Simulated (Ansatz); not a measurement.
# Si17AsO36: the cost of one run

Program: Ansatz 0.2.0. Level of theory: DFT, PBE, plane-wave PAW, default files, scalar-relativistic, as far as a step names no other. These are calculated values, not measurements.

## Step 1: The starting structure

Symmetry: P1, No. 1, triclinic system. Conventional cell: a = 8.515 Å, b = 8.515 Å, c = 10.817 Å, α = 90.00°, β = 90.00°, γ = 120.00°. Around As (site symmetry 1) lie 4 O at 1.55 to 1.72 Å. Si (site symmetry 1) has 4 O at 1.61 Å as nearest neighbours. Only part of the 54 independent sites is listed.

As a file:

```cif
data_structure
_symmetry_space_group_name_H-M 'P 1'
_symmetry_Int_Tables_number 1
_cell_length_a 8.5154
_cell_length_b 8.5154
_cell_length_c 10.8168
_cell_angle_alpha 90.000
_cell_angle_beta 90.000
_cell_angle_gamma 120.000
_cell_volume 679.26
loop_
_atom_site_label
_atom_site_type_symbol
_atom_site_fract_x
_atom_site_fract_y
_atom_site_fract_z
_atom_site_occupancy
As1 As 0.16941 0.84686 0.33974 1
Si1 Si 0.15658 0.84342 0.83333 1
Si2 Si 0.48991 0.51009 0.33333 1
Si3 Si 0.48991 0.51009 0.83333 1
Si4 Si 0.82324 0.17676 0.33333 1
Si5 Si 0.82324 0.17676 0.83333 1
Si6 Si 0.15658 0.31315 0.16667 1
Si7 Si 0.15658 0.31315 0.66667 1
Si8 Si 0.48991 0.97982 0.16667 1
Si9 Si 0.48991 0.97982 0.66667 1
Si10 Si 0.82324 0.64649 0.16667 1
Si11 Si 0.82324 0.64649 0.66667 1
Si12 Si 0.35351 0.17676 0.00000 1
Si13 Si 0.35351 0.17676 0.50000 1
Si14 Si 0.68685 0.84342 0.00000 1
Si15 Si 0.68685 0.84342 0.50000 1
Si16 Si 0.02018 0.51009 0.00000 1
Si17 Si 0.02018 0.51009 0.50000 1
O1 O 0.22704 0.04054 0.39279 1
O2 O 0.22704 0.04054 0.89279 1
O3 O 0.56037 0.70721 0.39279 1
O4 O 0.56037 0.70721 0.89279 1
O5 O 0.89371 0.37387 0.39279 1
O6 O 0.89371 0.37387 0.89279 1
O7 O 0.29279 0.85317 0.22612 1
O8 O 0.29279 0.85317 0.72612 1
O9 O 0.62613 0.51983 0.22612 1
O10 O 0.62613 0.51983 0.72612 1
O11 O 0.95946 0.18650 0.22612 1
O12 O 0.95946 0.18650 0.72612 1
O13 O 0.48017 0.10629 0.05946 1
O14 O 0.48017 0.10629 0.55946 1
O15 O 0.81350 0.77296 0.05946 1
O16 O 0.81350 0.77296 0.55946 1
O17 O 0.14683 0.43963 0.05946 1
O18 O 0.14683 0.43963 0.55946 1
O19 O 0.22704 0.18650 0.10721 1
O20 O 0.22704 0.18650 0.60721 1
O21 O 0.56037 0.85317 0.10721 1
O22 O 0.56037 0.85317 0.60721 1
O23 O 0.89371 0.51983 0.10721 1
O24 O 0.89371 0.51983 0.60721 1
O25 O 0.29279 0.43963 0.27388 1
O26 O 0.29279 0.43963 0.77388 1
O27 O 0.62613 0.10629 0.27388 1
O28 O 0.62613 0.10629 0.77388 1
O29 O 0.95946 0.77296 0.27388 1
O30 O 0.95946 0.77296 0.77388 1
O31 O 0.48017 0.37387 0.44054 1
O32 O 0.48017 0.37387 0.94054 1
O33 O 0.81350 0.04054 0.44054 1
O34 O 0.81350 0.04054 0.94054 1
O35 O 0.14683 0.70721 0.44054 1
O36 O 0.14683 0.70721 0.94054 1
```

Atom 1 of the input is the impurity.

## Step 2: Relaxation of the positions

Contents of input.yaml:

```yaml
crystal:
  lattice:
    - [7.37454, 4.2576926541, 0.0]
    - [-7.37454, 4.2576926541, 0.0]
    - [0.0, 0.0, 10.8168]
  atoms:
    - { symbol: As, position: [0.1694101473, 0.8468620541, 0.3397383729], spin: 1.0 }
    - { symbol: Si, position: [0.1565766667, 0.8434233333, 0.8333333334] }
    - { symbol: Si, position: [0.48991, 0.51009, 0.3333333334] }
    - { symbol: Si, position: [0.48991, 0.51009, 0.8333333334] }
    - { symbol: Si, position: [0.8232433333, 0.1767566667, 0.3333333334] }
    - { symbol: Si, position: [0.8232433333, 0.1767566667, 0.8333333334] }
    - { symbol: Si, position: [0.1565766667, 0.3131533333, 0.1666666666] }
    - { symbol: Si, position: [0.1565766667, 0.3131533333, 0.6666666666] }
    - { symbol: Si, position: [0.48991, 0.97982, 0.1666666666] }
    - { symbol: Si, position: [0.48991, 0.97982, 0.6666666666] }
    - { symbol: Si, position: [0.8232433333, 0.6464866667, 0.1666666666] }
    - { symbol: Si, position: [0.8232433333, 0.6464866667, 0.6666666666] }
    - { symbol: Si, position: [0.3535133333, 0.1767566667, 0.0] }
    - { symbol: Si, position: [0.3535133333, 0.1767566667, 0.5] }
    - { symbol: Si, position: [0.6868466667, 0.8434233333, 0.0] }
    - { symbol: Si, position: [0.6868466667, 0.8434233333, 0.5] }
    - { symbol: Si, position: [0.02018, 0.51009, 0.0] }
    - { symbol: Si, position: [0.02018, 0.51009, 0.5] }
    - { symbol: O, position: [0.22704, 0.04054, 0.39279] }
    - { symbol: O, position: [0.22704, 0.04054, 0.89279] }
    - { symbol: O, position: [0.5603733333, 0.7072066667, 0.39279] }
    - { symbol: O, position: [0.5603733333, 0.7072066667, 0.89279] }
    - { symbol: O, position: [0.8937066667, 0.3738733333, 0.39279] }
    - { symbol: O, position: [0.8937066667, 0.3738733333, 0.89279] }
    - { symbol: O, position: [0.2927933333, 0.8531666667, 0.2261233334] }
    - { symbol: O, position: [0.2927933333, 0.8531666667, 0.7261233334] }
    - { symbol: O, position: [0.6261266667, 0.5198333333, 0.2261233334] }
    - { symbol: O, position: [0.6261266667, 0.5198333333, 0.7261233334] }
    - { symbol: O, position: [0.95946, 0.1865, 0.2261233334] }
    - { symbol: O, position: [0.95946, 0.1865, 0.7261233334] }
    - { symbol: O, position: [0.4801666667, 0.1062933333, 0.0594566666] }
    - { symbol: O, position: [0.4801666667, 0.1062933333, 0.5594566666] }
    - { symbol: O, position: [0.8135, 0.77296, 0.0594566666] }
    - { symbol: O, position: [0.8135, 0.77296, 0.5594566666] }
    - { symbol: O, position: [0.1468333333, 0.4396266667, 0.0594566666] }
    - { symbol: O, position: [0.1468333333, 0.4396266667, 0.5594566666] }
    - { symbol: O, position: [0.22704, 0.1865, 0.10721] }
    - { symbol: O, position: [0.22704, 0.1865, 0.60721] }
    - { symbol: O, position: [0.5603733333, 0.8531666667, 0.10721] }
    - { symbol: O, position: [0.5603733333, 0.8531666667, 0.60721] }
    - { symbol: O, position: [0.8937066667, 0.5198333333, 0.10721] }
    - { symbol: O, position: [0.8937066667, 0.5198333333, 0.60721] }
    - { symbol: O, position: [0.2927933333, 0.4396266667, 0.2738766666] }
    - { symbol: O, position: [0.2927933333, 0.4396266667, 0.7738766666] }
    - { symbol: O, position: [0.6261266667, 0.1062933333, 0.2738766666] }
    - { symbol: O, position: [0.6261266667, 0.1062933333, 0.7738766666] }
    - { symbol: O, position: [0.95946, 0.77296, 0.2738766666] }
    - { symbol: O, position: [0.95946, 0.77296, 0.7738766666] }
    - { symbol: O, position: [0.4801666667, 0.3738733333, 0.4405433334] }
    - { symbol: O, position: [0.4801666667, 0.3738733333, 0.9405433334] }
    - { symbol: O, position: [0.8135, 0.04054, 0.4405433334] }
    - { symbol: O, position: [0.8135, 0.04054, 0.9405433334] }
    - { symbol: O, position: [0.1468333333, 0.7072066667, 0.4405433334] }
    - { symbol: O, position: [0.1468333333, 0.7072066667, 0.9405433334] }
magnetization:
  spin_polarized: true
kpoints:
  mp_grid: { grid: [3, 3, 2] }
scf:
  occupations: { method: fermi_dirac, width: 0.01 }
hamiltonian:
  xc: pbe
  pseudopotentials: { kind: paw }
output:
  forces: true
  stress: true
  populations: true
  efg:
    quadrupole_moments_barn: { As: 0.311, O: -0.02558 }
    contact_densities: true
relax:
  f_tol: 0.03
  max_steps: 40
```

Launch:

```bash
$ ansatz run input.yaml --threads 4 --pin off --max-ram 10240MiB --backend cpu --events-out ev --progress --plain --runs-dir out
```

What time and memory should one allow on 4 threads of Intel Xeon Platinum 8488C (Sapphire Rapids), shared host?

About 12 min, with a peak of 4.4 GiB.
